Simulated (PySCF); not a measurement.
# GeSe (Germanium Selenide): the cost of one run

Computed with PySCF 2.14.0 and routines of our own; the level stands in each step. Atoms count from 0.

### 1 The system as given

2 atoms, charge 0, multiplicity 1; geometry from: GFN2-xTB.

### 2 Geometry optimisation at PBE0-D3(BJ)/def2-SVP

Job settings and geometry (Å):

```
{"job": {"xc": "PBE0", "basis": "def2-SVP", "d3": "d3bj", "grid": 1, "maxiter": 30, "shake": 0.01, "kind": "geom"}, "charge": 0, "multiplicity": 1}
Ge     1.098190    -0.028950     0.001940
Se    -1.080700     0.000130    -0.014060
```

Command:

```sh
> OMP_NUM_THREADS=1 python heavy_run.py task.json out
```

One launch serves the whole session: the jobs run in the order shown.

Q: Estimate the wall time and peak memory of this first job on 1 thread of Arm Neoverse V2, shared host.

About 6.8 s, with a peak of 0.29 GiB.
